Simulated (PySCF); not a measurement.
The system is ClBGeH4, in a box.

```xyz
7
Lattice="13.0000 0.0000 0.0000 0.0000 13.0000 0.0000 0.0000 0.0000 12.0000" Properties=species:S:1:pos:R:3 pbc="T T T"
Cl    4.5985    5.1991    6.3807
B     6.2791    5.5163    6.5077
Ge    6.8989    7.4949    6.2310
H     7.0437    4.6136    6.7665
H     6.5570    7.9820    4.7604
H     6.2303    8.4457    7.2562
H     8.4750    7.5758    6.4450
```

The cell isn't the ideal one: atoms moved at random, drawn with an rms of 0.05 Å.

Program: PySCF 2.14.0. Alike in all runs: task atomic charges; potentials or basis 6-31g* (all-electron); no spin polarisation; cell atoms moved at random, drawn with an rms of 0.05 Å; k mesh 1 × 1 × 1; smearing fixed.

Problem. Order these runs on this cell by their band gap on the k mesh, lowest first.
A. level B3LYP5+D3(OP); three-body dispersion term no; exxdiv ewald
B. level M06-L
C. level M06+D3; three-body dispersion term no; exxdiv ewald
D. level PBEsol+D3; three-body dispersion term no

Solution. D (3.46 eV), B (4.15 eV), A (5.34 eV), C (5.81 eV).

Caveats: this is a molecule in a periodic box at the Γ point, so its band gap is the HOMO-LUMO gap; relativity is left out, which matters for the heavier elements; the basis of atomic orbitals isn't converged, which shifts pressures, moduli and gaps.

Runs at the PBE level aren't shown here.
